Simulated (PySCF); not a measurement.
**CH7AlSiSn (SMILES [CH3][SnH]1[AlH][SiH2]1) at 6 levels**

Aim: a comparison of 6 runs (HF/STO-3G, HF/3-21G, HF/def2-SVP, PBE0/def2-SVP, TPSSh/def2-SVP, CCSD(T)/def2-SVP) of CH7AlSiSn. Input form: a Python script.

The results are computed with PySCF 2.14.0.

## 1. Starting point

CH7AlSiSn has 11 atoms, charge 0, and is taken as a singlet. SMILES: `[CH3][SnH]1[AlH][SiH2]1`. The coordinates come from a PBE0-D4/def2-TZVP relaxation.

Bond lengths: C1–Sn2 2.148 Å, Sn2–Al3 2.636 Å, Sn2–Si4 2.651 Å, Al3–Si4 2.382 Å, C1–H5 1.090 Å, C1–H6 1.090 Å, C1–H7 1.089 Å, Sn2–H8 1.721 Å, Al3–H9 1.589 Å, Si4–H10 1.498 Å, Si4–H11 1.493 Å. Some angles: C1–Sn2–Al3 134.5°, C1–Sn2–Si4 110.8°, Al3–Sn2–Si4 53.5°, Sn2–Al3–Si4 63.6°, Sn2–Si4–Al3 62.9°, C1–Sn2–H8 107.9°, Al3–Sn2–H8 116.2°, Si4–Sn2–H8 121.9°, Sn2–C1–H5 109.2°, Sn2–C1–H6 109.6°.

## 2. Energy and forces at HF/STO-3G (run 1)

calc.py reads:

```python
import pyscf.grad
from pyscf import gto

mol = gto.Mole()
mol.atom = '''
C     -2.685112     2.746717    -1.271219
Sn    -1.318462    -0.340718     0.983225
Al     2.943815    -1.294651     3.378641
Si     2.843660    -2.293372    -1.008925
H     -3.791546     2.002732    -2.840447
H     -3.869592     3.975606    -0.117541
H     -1.083380     3.814601    -1.998196
H     -3.866758    -2.190193     1.798830
H      3.890190    -2.156744     6.095501
H      3.521505     0.112628    -2.336835
H      3.539079    -4.484320    -2.643727
'''
mol.basis = 'sto-3g'
mol.unit = 'bohr'
mol.verbose = 4
mol.max_memory = 1860
mol.charge = 0
mol.build()

mf = mol.RHF()
mf.conv_tol = 1e-10
mf.kernel()
if not mf.converged:
    mf = mf.newton().run(mf.mo_coeff, mf.mo_occ)

etot = mf.e_tot
print('Final energy', etot)
grad = mf.Gradients().kernel()
mf.analyze()
```

On the command line:

```console
$ OMP_NUM_THREADS=1 python calc.py
```

Log:

```text
PySCF version 2.14.0

[... 67 lines left out ...]
converged SCF energy = -6529.33491817929
[... 21 lines left out ...]
MO #1   energy= -1029.79517468624  occ= 2
[... 7 lines left out ...]
MO #9   energy= -26.4898741228924  occ= 2
[... 7 lines left out ...]
MO #17  energy= -10.9569969764939  occ= 2
[... 7 lines left out ...]
MO #25  energy= -3.47649145712879  occ= 2
[... 7 lines left out ...]
MO #33  energy= -0.796663930773117 occ= 2
[... 7 lines left out ...]
MO #41  energy= -0.387205766470495 occ= 2
[... 7 lines left out ...]
MO #49  energy= 0.410590154243938  occ= 0
[... 7 lines left out ...]
MO #57  energy= 0.775444476005549  occ= 0
[... 71 lines left out ...]
Dipole moment(X, Y, Z, Debye):  1.85200,  0.15709,  2.21828
```

Wall time 7.5 s (1 thread of Intel Xeon at 2.70GHz, shared host); peak memory 0.13 GiB.

## 3. Energy and gradient at HF/3-21G (run 2)

input.xyz reads:

```xyz
11
CH7AlSiSn
C     -1.420900     1.453500    -0.672700
Sn    -0.697700    -0.180300     0.520300
Al     1.557800    -0.685100     1.787900
Si     1.504800    -1.213600    -0.533900
H     -2.006400     1.059800    -1.503100
H     -2.047700     2.103800    -0.062200
H     -0.573300     2.018600    -1.057400
H     -2.046200    -1.159000     0.951900
H      2.058600    -1.141300     3.225600
H      1.863500     0.059600    -1.236600
H      1.872800    -2.373000    -1.399000
```

calc.py reads:

```python
from pyscf import gto

system = gto.Mole()
system.atom = 'input.xyz'
system.max_memory = 1860
system.charge = 0
system.spin = 0
system.basis = '3-21g'
system.verbose = 4
system.build()

mf = system.RHF()
mf.conv_tol = 1e-10
mf.kernel()
if not mf.converged:
    mf = mf.newton().run(mf.mo_coeff, mf.mo_occ)

e_final = mf.e_tot
print('Final energy', e_final)
grad = mf.nuc_grad_method().kernel()
dip = mf.dip_moment()
pop, q = mf.mulliken_pop()
```

On the command line:

```console
$ OMP_NUM_THREADS=1 python calc.py
```

Log:

```text
PySCF version 2.14.0

[... 67 lines left out ...]
converged SCF energy = -6565.92502517615
Final energy -6565.9250251761505
[... 11 lines left out ...]
Dipole moment(X, Y, Z, Debye): -0.16232,  0.94171,  1.05696
[... 92 lines left out ...]
charge of   10H =     -0.13371
```

It took 8.1 s on 1 thread of Intel Xeon at 2.70GHz, shared host; peak memory 0.16 GiB.

## 4. Energy and forces at HF/def2-SVP (core potential) (run 3)

input.py reads:

```python
# [CH3][SnH]1[AlH][SiH2]1
import pyscf.grad
from pyscf import gto, scf

mol = gto.Mole()
mol.atom = '''
C     -1.420900     1.453500    -0.672700
Sn    -0.697700    -0.180300     0.520300
Al     1.557800    -0.685100     1.787900
Si     1.504800    -1.213600    -0.533900
H     -2.006400     1.059800    -1.503100
H     -2.047700     2.103800    -0.062200
H     -0.573300     2.018600    -1.057400
H     -2.046200    -1.159000     0.951900
H      2.058600    -1.141300     3.225600
H      1.863500     0.059600    -1.236600
H      1.872800    -2.373000    -1.399000
'''
mol.charge = 0
mol.basis = 'def2-svp'
mol.ecp = {'Sn': 'def2-svp'}
mol.max_memory = 1860
mol.verbose = 3
mol.build()

mf = scf.RHF(mol)
mf.conv_tol = 1e-10
mf.kernel()
if not mf.converged:
    mf = mf.newton().run(mf.mo_coeff, mf.mo_occ)

energy = mf.e_tot
print('Final energy', energy)
grad = mf.Gradients().kernel()
mf.analyze()
```

On the command line:

```console
$ OMP_NUM_THREADS=1 python input.py
```

Log:

```text
converged SCF energy = -785.877286095015
[... 16 lines left out ...]
MO #7   energy= -4.22187442998391  occ= 2
[... 12 lines left out ...]
MO #20  energy= -1.29865513024261  occ= 2
[... 12 lines left out ...]
MO #33  energy= 0.0924957005118213 occ= 0
[... 12 lines left out ...]
MO #46  energy= 0.344624180086485  occ= 0
[... 12 lines left out ...]
MO #59  energy= 0.648674338727088  occ= 0
[... 12 lines left out ...]
MO #72  energy= 0.919129965741375  occ= 0
[... 12 lines left out ...]
MO #85  energy= 1.79694960062666   occ= 0
[... 12 lines left out ...]
MO #98  energy= 2.28257660593882   occ= 0
[... 12 lines left out ...]
MO #111 energy= 52.4971507472512   occ= 0
[... 12 lines left out ...]
Dipole moment(X, Y, Z, Debye):  0.19744,  0.85266,  0.65642
```

Wall time 29 s (1 thread of Intel Xeon at 2.70GHz, shared host); peak memory 0.26 GiB.

Runs 4 to 5 aren't shown in full; the table further down has their settings and results.

## 5. The energy at CCSD(T)/def2-SVP (core potential) (run 6)

input.py reads:

```python
from pyscf import gto, scf, cc

system = gto.M(
    atom=[
    ('C', (-1.420900, 1.453500, -0.672700)),
    ('Sn', (-0.697700, -0.180300, 0.520300)),
    ('Al', (1.557800, -0.685100, 1.787900)),
    ('Si', (1.504800, -1.213600, -0.533900)),
    ('H', (-2.006400, 1.059800, -1.503100)),
    ('H', (-2.047700, 2.103800, -0.062200)),
    ('H', (-0.573300, 2.018600, -1.057400)),
    ('H', (-2.046200, -1.159000, 0.951900)),
    ('H', (2.058600, -1.141300, 3.225600)),
    ('H', (1.863500, 0.059600, -1.236600)),
    ('H', (1.872800, -2.373000, -1.399000)),
],
    verbose=3,
    max_memory=1860,
    ecp={'Sn': 'def2-svp'},
    basis='def2-svp',
)

hf = scf.RHF(system)
hf.conv_tol = 1e-10
hf.kernel()
if not hf.converged:
    hf = hf.newton().run(hf.mo_coeff, hf.mo_occ)

mycc = cc.CCSD(hf, frozen=15)
mycc.kernel()
e_t = mycc.ccsd_t()
energy = mycc.e_tot + e_t
print('E = %.10f Eh' % energy)
hf.analyze()
```

On the command line:

```console
$ OMP_NUM_THREADS=1 python input.py
```

Log:

```text
converged SCF energy = -785.877286095015
[... 10 lines left out ...]
MO #7   energy= -4.22187442998391  occ= 2
[... 12 lines left out ...]
MO #20  energy= -1.29865513024261  occ= 2
[... 12 lines left out ...]
MO #33  energy= 0.0924957005118213 occ= 0
[... 12 lines left out ...]
MO #46  energy= 0.344624180086485  occ= 0
[... 12 lines left out ...]
MO #59  energy= 0.648674338727088  occ= 0
[... 12 lines left out ...]
MO #72  energy= 0.919129965741375  occ= 0
[... 12 lines left out ...]
MO #85  energy= 1.79694960062666   occ= 0
[... 12 lines left out ...]
MO #98  energy= 2.28257660593882   occ= 0
[... 12 lines left out ...]
MO #111 energy= 52.4971507472512   occ= 0
[... 12 lines left out ...]
Dipole moment(X, Y, Z, Debye):  0.19744,  0.85266,  0.65642
```

Run time: 2.1 min. Hardware: 1 thread of Intel Xeon at 2.70GHz, shared host; peak memory 0.84 GiB.

## 6. The series

```
run                              level  core potential  integration grid   energy (Eh)  dipole moment (D) of the reference  HOMO energy (eV)  LUMO energy (eV)  wall time
  1                          HF/STO-3G               –                 –  -6529.334918                                2.89             -4.26              6.63      7.5 s
  2                           HF/3-21G               –                 –  -6565.925025                                1.42             -7.83              0.27      8.1 s
  3       HF/def2-SVP (core potential)        def2-svp                 –   -785.877286                                1.09             -7.75              0.41       29 s
  4     PBE0/def2-SVP (core potential)        def2-svp                 5   -788.002106                                0.98             -6.02             -2.35       99 s
  5    TPSSh/def2-SVP (core potential)        def2-svp                 5   -788.259237                                1.02             -5.60             -2.68    2.3 min
  6  CCSD(T)/def2-SVP (core potential)        def2-svp                 –   -786.375506                                1.09             -7.75              0.41    2.1 min
```

## 7. Summary of results

```
                                           quantity          value
                                run 6: total energy  -786.37551 Eh
        run 6: dipole moment (Hartree–Fock density)         1.09 D
         run 6: HOMO energy (Hartree–Fock orbitals)       -7.75 eV
         run 6: LUMO energy (Hartree–Fock orbitals)        0.41 eV
       run 6: HOMO–LUMO gap (Hartree–Fock orbitals)        8.16 eV
run 6: correlation energy (15 core orbitals frozen)     -498.2 mEh
                              run 6: (T) correction     -17.21 mEh
                               run 6: T1 diagnostic          0.013
```

Over runs 1, 2, 3, 4, 5 the dipole moment (its size) runs from 0.98 D (PBE0/def2-SVP) to 2.89 D (HF/STO-3G). The two ends differ in method and basis and core potential. Over runs 1, 2, 3, 4, 5 the HOMO–LUMO gap runs from 2.93 eV (TPSSh/def2-SVP) to 10.88 eV (HF/STO-3G). Totals of different functionals can't be ranked against each other. Some runs of one species differ in core potentials or relativity; totals across that change don't compare. In run 1 the basis is minimal, so the values are rough. In runs 1, 2 relativity is left out where basis or elements ask for it. All runs together took 6.8 min, the longest 2.3 min.
